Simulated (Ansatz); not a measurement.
H₄Sn, SMILES [SnH4], a search for lower mean-field states

Computed with the Python package of Ansatz (0.2.0).

Notebook, run cell by cell (the value of a cell's last expression is shown):

```python
import ansatz as az
from ase import Atoms
import numpy as np
```

```python
atoms = Atoms(['Sn', 'H', 'H', 'H', 'H'], positions=[
    [0.0408, -0.0511, 0.0084],
    [0.8484, -0.8951, 1.237],
    [-1.634, 0.4228, 0.5685],
    [-0.0859, -0.9938, -1.4373],
    [0.8805, 1.4436, -0.418],
])
geometry = az.Crystal.molecule_from_ase(atoms)
symbols = [site.symbol for site in geometry.cartesian_sites]
```

```python
start = np.array([site.position_ang for site in geometry.cartesian_sites])
for factor in [1.0, 1.5]:
    xyz = (start - start.mean(axis=0)) * factor
    scaled = az.Crystal.molecule()
    for symbol, place in zip(symbols, xyz):
        scaled = scaled.atom(symbol, place.tolist())
    calculation = (
        scaled.calculation()
        .basis(gaussian='def2-SVP')
        .functional('pbe0')
        .spin('collinear')
    )
    for search in ('off', 'standard'):
        try:
            rep = calculation.scf(lower_state_search=search).run().report
        except az.AnsatzError as error:
            print(f'x{factor} search {search}: {type(error).__name__}')
            continue
        state = rep['mean_field']['state']
        print(f'all distances x{factor}, search {search:8s} E = {rep["free_energy_ev"]:.5f} eV  <S^2> = {abs(state["spin_squared"]):.3f}  other states met: {len(rep["mean_field"]["others"])}')
```

    all distances x1.0, search off      E = -5895.33887 eV  <S^2> = 0.000  other states met: 0
    all distances x1.0, search standard E = -5895.33887 eV  <S^2> = 0.000  other states met: 0
    all distances x1.5, search off      E = -5887.50406 eV  <S^2> = 0.000  other states met: 0
    all distances x1.5, search standard E = -5887.77970 eV  <S^2> = 0.859  other states met: 11

Reading the output:
- Total energies depend on the basis set; only differences at equal settings carry meaning.
- The count of other states can hold repeated and symmetry-equivalent ends of the search; scaling all distances is a test, and for more than two atoms no physical path.
- The geometry comes from a force field and isn't relaxed at this level.
- def2 sets replace the cores of elements past krypton by effective core potentials.
- The expectation value of S² is noticeably off S(S+1) in at least one run, so that state is spin-contaminated.
- Finished in 12 s on 1 thread of Arm Neoverse V1, with other jobs on the host, peak memory 0.18 GiB.

(Lines on the test bed's own set-up are left out of the output.)
